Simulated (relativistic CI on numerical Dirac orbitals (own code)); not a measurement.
# Nb⁺: L2,3 absorption multiplets

Wanted: the shape of the L2,3 absorption spectrum of Nb⁺ in 5 surroundings, from the same atomic integrals.

Program: relativistic CI on numerical Dirac orbitals (own code) version 1. Level of theory: Dirac-Coulomb-Breit CI, KLI orbitals optimised for each configuration, model QED (radiative potential, 1s self-energy scaled to tabulated hydrogen-like ionisation energies), valence Slater integrals scaled by 0.8, multiplet model of core-to-valence dipole absorption. These are calculated values, not measurements, unless marked.

### 1 What is computed

| Item | Value |
| --- | --- |
| ion | Nb⁺ (Nb II) |
| nuclear charge | 41 |
| electrons | 40 |
| configurations | [Kr] 4d4 → [He] 2s2 2p5 3s2 3p6 3d10 4s2 4p6 4d5 |
| magnetising field for the dichroism, Lz and Sz | exchange field 10 meV on Sz; these come from the lowest magnetised state alone (0 K) |
| temperature of the isotropic spectrum | 80 K |
| widths | Lorentz 0.96 eV, Gauss 0.5 eV |
| surrounding 1 | free ion |
| surrounding 2 | Td, 10Dq = -1550 cm⁻¹ |
| surrounding 3 | Td, 10Dq = -3450 cm⁻¹ |
| surrounding 4 | Td, 10Dq = -5400 cm⁻¹ |
| surrounding 5 | Td, 10Dq = -7300 cm⁻¹ |

### 2 Surrounding 1: free ion

Input settings:

```ini
atom Nb  Z=41  charge=1  electrons=40
nucleus A=93  rms_radius_fm=4.3240
hamiltonian dirac-coulomb  breit=on  qed=on  c_scale=1
orbitals kli  potential=per-configuration
slater_scale 0.8
correlation none
mixing on
configurations
  [Kr] 4d4
  [He] 2s2 2p5 3s2 3p6 3d10 4s2 4p6 4d5
end
absorption L2,3 T=80 lorentz=0.96 gauss=0.5
crystal_field free
```

### 3 Surrounding 2: Td, 10Dq = -1550

Settings: those of step 2 with these lines changed.

```diff
@@ -12,2 +12,2 @@
 absorption L2,3 T=80 lorentz=0.96 gauss=0.5
-crystal_field free
+crystal_field Td 10Dq=-1550
```

### 4 Surrounding 3: Td, 10Dq = -3450

Settings: those of step 3 with these lines changed.

```diff
@@ -12,2 +12,2 @@
 absorption L2,3 T=80 lorentz=0.96 gauss=0.5
-crystal_field Td 10Dq=-1550
+crystal_field Td 10Dq=-3450
```

### 5 Surrounding 4: Td, 10Dq = -5400

Settings: those of step 4 with these lines changed.

```diff
@@ -12,2 +12,2 @@
 absorption L2,3 T=80 lorentz=0.96 gauss=0.5
-crystal_field Td 10Dq=-3450
+crystal_field Td 10Dq=-5400
```

### 6 Surrounding 5: Td, 10Dq = -7300

Settings: those of step 5 with these lines changed.

```diff
@@ -12,2 +12,2 @@
 absorption L2,3 T=80 lorentz=0.96 gauss=0.5
-crystal_field Td 10Dq=-5400
+crystal_field Td 10Dq=-7300
```

(Steps that only read results are left out.)

**Question.** What will these runs give? Wanted: highest peak, first run; ground spin; share of the lower edge; core spin-orbit splitting.

The runs gave:

| surrounding | ground S | Lz (0 K) | Sz (0 K) | centroid (eV) | share of the lower edge | up to four highest peaks (% of the highest), eV |
| --- | --- | --- | --- | --- | --- | --- |
| 1: free | 1.99 | 1.45 | -1.45 | 2391.47 | 0.780 | 2369.0 (43), 2370.7 (100), 2465.4 (33) |
| 2: Td | 1.99 | 0.99 | -1.43 | 2394.22 | 0.751 | 2369.0 (38), 2370.7 (100), 2463.1 (7), 2465.4 (35) |
| 3: Td | 1.99 | 0.77 | -1.45 | 2395.48 | 0.737 | 2369.1 (37), 2370.8 (100), 2463.2 (9), 2465.4 (35) |
| 4: Td | 1.99 | 0.68 | -1.44 | 2395.62 | 0.736 | 2370.8 (100), 2463.3 (11), 2465.4 (34) |
| 5: Td | 1.98 | 0.62 | -1.41 | 2394.99 | 0.743 | 2370.9 (100), 2463.5 (12), 2465.5 (32) |

| quantity | value |
| --- | --- |
| highest peak, first run | 2370.7 eV |
| ground spin (effective S from ⟨S²⟩) | 1.99 |
| share of the lower edge | 0.736 to 0.780 |
| core spin-orbit splitting (without Breit) | 97.71 eV |

What this shows: The lower edge takes 0.78 of the intensity in surrounding 1, above the statistical 0.67. The position of the maximum differs by up to 0.2 eV between the surroundings, by shifts of peaks or by peaks exchanging rank. Edge positions are free-ion values and differ from those in solids by a few eV or more.
